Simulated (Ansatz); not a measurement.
**BH₆NSn: how energies converge with the basis set**

How large a basis does BH₆NSn need? Two functionals are run in growing sets.

Program: Ansatz 0.2.0, Gaussian basis. Level of theory: one geometry, several basis sets. These are calculated values, not measurements.

Plan: PBE0-D4/def2-SVP; ωB97M-V/def2-SVP; PBE0-D4/def2-QZVPP; ωB97M-V/def2-QZVPP; the functionals' def2-TZVPP values are taken from earlier runs.

### 1 The geometry

The geometry comes from an earlier relaxation with PBE0-D4 in a triple-zeta def2 set; it is a stationary point, not always the lowest conformer. Sn takes the def2 core potential; no spin-orbit term is included.

SMILES `N[BH][SnH3]`, 9 atoms, charge 0, spin multiplicity 1.

Atoms are counted from 1 here; the program's logs count them from 0.

Bond lengths: N1–B2 1.383 Å, N1–H4 1.008 Å, N1–H5 1.007 Å, B2–Sn3 2.249 Å, B2–H6 1.197 Å, Sn3–H7 1.712 Å, Sn3–H8 1.712 Å, Sn3–H9 1.719 Å. Angles: B2–N1–H4 122.8°, B2–N1–H5 124.0°, H4–N1–H5 113.2°, N1–B2–Sn3 120.1°, N1–B2–H6 118.1°, Sn3–B2–H6 121.8°, B2–Sn3–H7 112.9°, B2–Sn3–H8 112.8°, B2–Sn3–H9 111.2°, H7–Sn3–H8 106.4°, H7–Sn3–H9 106.6°, H8–Sn3–H9 106.6°.

### 2 PBE0-D4 in def2-SVP

in.yaml reads:

```yaml
crystal:
  periodic: [false, false, false]
  atoms:
    - {symbol: N, position_ang: [-0.620008, 1.189066, -1.100410]}
    - {symbol: B, position_ang: [0.313369, 0.194803, -0.868360]}
    - {symbol: Sn, position_ang: [0.324661, -0.905113, 1.093672]}
    - {symbol: H, position_ang: [-0.661808, 1.706994, -1.964178]}
    - {symbol: H, position_ang: [-1.320916, 1.469830, -0.434569]}
    - {symbol: H, position_ang: [1.100231, -0.054074, -1.735472]}
    - {symbol: H, position_ang: [1.805531, -0.745185, 1.936838]}
    - {symbol: H, position_ang: [0.051704, -2.585265, 0.913568]}
    - {symbol: H, position_ang: [-0.904264, -0.317557, 2.141911]}
basis:
  gaussian: {orbitals: def2-SVP}
hamiltonian: {xc: pbe0, dispersion: d4}
output: {orbitals: {seedname: orbitals}}
```

Run with:

```bash
$ ansatz run in.yaml --threads 2 --pin off --events-out ev --progress --plain --max-ram 4352MiB
```

After this run come: ωB97M-V in def2-SVP; PBE0-D4 in def2-QZVPP; ωB97M-V in def2-QZVPP.

**Question.** What will the summary of the whole plan be? Wanted: PBE0-D4: double and triple zeta above quadruple; ωB97M-V: double and triple zeta above quadruple.

The runs gave:

```
                                       quantity          value
PBE0-D4: double and triple zeta above quadruple  2.98, 0.19 eV
ωB97M-V: double and triple zeta above quadruple  3.17, 0.19 eV
```

**Reading.** PBE0-D4 gains 2.79 eV from double to triple zeta, then 0.19 eV more. These are total energies; as a rule much of such shifts cancels in differences, which this series doesn't test.
